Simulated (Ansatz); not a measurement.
# GaHF2 (singlet): the correlation ladder, cc-pVTZ

One table from this session's results is given with a row withheld; the runs are named, their logs left out.

Method: cc-pVTZ, core rule «outside noble gas», up to 16 orbitals frozen; program: Ansatz 0.2.0, Gaussian basis.

To be run: UHF; CCSD(T) on RHF; BCCD(T) on RHF; CCSDT(Q) on RHF.

4 further runs of the same task are left out: 2 for a known fault of the program, 2 set aside as unsound or not needed. Runs told in other sessions of the task aren't counted.

**What is computed**

The geometry is a PBE0/def2-TZVP stationary point (not a proven minimum). No spin-orbit coupling is included. The filled d shell of Ga may be among the frozen orbitals whatever the setting's name suggests.

4 atoms, charge 0, spin multiplicity 1.

Atoms are counted from 1 here; the program's logs count them from 0.

Bond lengths: Ga1–F2 1.740 Å, Ga1–F3 1.740 Å, Ga1–H4 1.536 Å. Angles: F2–Ga1–F3 112.0°, F2–Ga1–H4 124.0°, F3–Ga1–H4 124.0°.

Set-up of the first run:

in.yaml reads:

```yaml
crystal:
  periodic: [false, false, false]
  atoms:
    - {symbol: Ga, position_ang: [0.000000, -0.326022, 0.000000]}
    - {symbol: F, position_ang: [0.000000, 0.647642, -1.442529]}
    - {symbol: F, position_ang: [0.000000, 0.647642, 1.442529]}
    - {symbol: H, position_ang: [0.000000, -1.862321, 0.000000]}
basis:
  gaussian: {orbitals: cc-pVTZ}
magnetization: {spin_polarized: true, initial_magnetization: 0}
hamiltonian: {xc: hf}
output: {orbitals: {seedname: orbitals}}
```

On the command line:

```sh
ansatz run in.yaml --threads 1 --pin off --events-out ev --progress --plain --max-ram 4096MiB --backend cpu
```

Steps of the session up to this table: UHF; CCSD(T) on RHF; BCCD(T) on RHF; CCSDT(Q) on RHF.

One of the session's tables, all rows but one given; the rest of the session is left out.

| method | from RCCSDT(Q) (kJ/mol) |
| --- | --- |
| RHF | +1603.4 |
| RMP2 | +52.8 |
| RCCSD | ? |
| RCCSD(T) | +2.4 |
| BCCD(T) | +1.7 |
| RCCSDT | +1.9 |
| RCCSDT(Q) | 0 |

**Question.** Estimate the row for RCCSD.

The run gave: from RCCSDT(Q) (kJ/mol): +46.8. In the column «from RCCSDT(Q) (kJ/mol)» it lies between RCCSD(T) (+2.4) and RMP2 (+52.8).

With the free atoms at the same levels and basis (separate runs), the atomisation energy is 12.713 eV at RCCSDT(Q), 12.710 eV at RCCSD(T), 9.098 eV at RHF.
